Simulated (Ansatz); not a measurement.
# C3H7B: up Jacob's ladder to CCSD(T)

One table from this session's results is given with a row withheld; the runs are named, their logs left out.

Computed with Ansatz 0.2.0, Gaussian basis. Level: functionals in def2-TZVPP, the program's frozen cores in correlated methods.

Levels to be run: LDA (SPW92), PBE-D4, revPBE-D4, BLYP-D4, r2SCAN-D4, B97M-V, PBE0-D4, B3LYP-D4, r2SCANh-D4, r2SCAN0-D4, HSE06-D4, BHLYP-D4, CAM-B3LYP-D4, LC-ωPBE, ωB97X-V, ωB97M-V, B2PLYP, PBE-QIDH; CCSD(T)/def2-SVP; CCSD(T)/def2-TZVPP; MP2/def2-QZVPP; extrapolation to the limit; RPA on PBE.

## Structure used throughout

An earlier PBE0-D4 in a triple-zeta def2 set relaxation fixed the geometry.

SMILES `B1CCC1`, 11 atoms, charge 0, spin multiplicity 1.

Atoms are counted from 1 here; the program's logs count them from 0.

Bond lengths: B1–C2 1.546 Å, B1–C4 1.546 Å, B1–H5 1.197 Å, C2–C3 1.578 Å, C2–H6 1.089 Å, C2–H7 1.087 Å, C3–C4 1.578 Å, C3–H8 1.089 Å, C3–H9 1.090 Å, C4–H10 1.087 Å, C4–H11 1.089 Å. Angles: C2–B1–C4 97.0°, C2–B1–H5 125.9°, C4–B1–H5 125.9°, B1–C2–C3 73.5°, B1–C2–H6 118.2°, B1–C2–H7 121.5°, C3–C2–H6 107.2°, C3–C2–H7 118.6°, H6–C2–H7 111.7°, C2–C3–C4 94.4°, C2–C3–H8 113.4°, C2–C3–H9 113.3°, C4–C3–H8 113.4°, C4–C3–H9 113.3°, H8–C3–H9 108.6°, B1–C4–C3 73.5°, B1–C4–H10 121.5°, B1–C4–H11 118.2° and more.

As a file:

```csv
atom,x (Å),y (Å),z (Å)
B1,-0.1331,0.5564,-0.9367
C2,-0.1730,1.0579,0.5253
C3,0.4604,-0.3867,0.5655
C4,-0.4108,-0.9336,-0.6310
H5,0.5814,0.9733,-1.8018
H6,-1.1199,1.0095,1.0601
H7,0.4309,1.9004,0.8534
H8,0.2848,-0.9104,1.5036
H9,1.5309,-0.3945,0.3588
H10,-0.0021,-1.7266,-1.2526
H11,-1.3840,-1.2027,-0.2243
```

Set-up of the first run:

The input, in.yaml:

```yaml
crystal:
  periodic: [false, false, false]
  atoms:
    - {symbol: B, position_ang: [-0.133090, 0.556356, -0.936668]}
    - {symbol: C, position_ang: [-0.173024, 1.057890, 0.525332]}
    - {symbol: C, position_ang: [0.460393, -0.386667, 0.565467]}
    - {symbol: C, position_ang: [-0.410791, -0.933634, -0.630982]}
    - {symbol: H, position_ang: [0.581403, 0.973337, -1.801761]}
    - {symbol: H, position_ang: [-1.119888, 1.009522, 1.060113]}
    - {symbol: H, position_ang: [0.430899, 1.900435, 0.853385]}
    - {symbol: H, position_ang: [0.284777, -0.910450, 1.503643]}
    - {symbol: H, position_ang: [1.530902, -0.394460, 0.358760]}
    - {symbol: H, position_ang: [-0.002101, -1.726620, -1.252573]}
    - {symbol: H, position_ang: [-1.383979, -1.202713, -0.224314]}
basis:
  gaussian: {orbitals: def2-TZVPP}
hamiltonian: {xc: lda}
output: {orbitals: {seedname: orbitals}}
```

Command:

```
ansatz run in.yaml --threads 2 --pin off --events-out ev --progress --plain --max-ram 4352MiB
```

Among the steps run: LDA; PBE-D4 (GGA); revPBE-D4 (GGA); BLYP-D4 (GGA); r2SCAN-D4 (meta-GGA); B97M-V (meta-GGA); PBE0-D4 (hybrid); B3LYP-D4 (hybrid); r2SCANh-D4 (hybrid); r2SCAN0-D4 (hybrid); HSE06-D4 (hybrid); BHLYP-D4 (hybrid); CAM-B3LYP-D4 (range-separated); LC-ωPBE (range-separated); ωB97X-V (range-separated); ωB97M-V (range-separated); B2PLYP (double hybrid); PBE-QIDH (double hybrid).

One table of the session follows, with a row left open; its other results are not shown here.

It belongs to the step «Orbital energies across the functionals». 

```
  functional  HOMO (eV)  gap (eV)
 LDA (SPW92)      -6.59      5.02
      PBE-D4      -6.50      5.15
   revPBE-D4      -6.46      5.20
     BLYP-D4      -6.41      5.19
   r2SCAN-D4      -6.73      5.78
      B97M-V      -6.81      5.75
     PBE0-D4      -7.78      7.40
    B3LYP-D4      -7.59      6.98
  r2SCANh-D4      -7.20      6.59
  r2SCAN0-D4      -7.92      7.79
    HSE06-D4      -7.37      6.62
    BHLYP-D4      -8.99      9.59
CAM-B3LYP-D4      -9.19      9.87
     LC-ωPBE     -10.54     12.40
     ωB97X-V          ?         ?
     ωB97M-V     -10.07     11.52
```

Estimate the missing values for ωB97X-V.

**Answer.** HOMO (eV): -10.19; gap (eV): 11.93. In the column «HOMO (eV)» it lies between LC-ωPBE (-10.54) and ωB97M-V (-10.07).
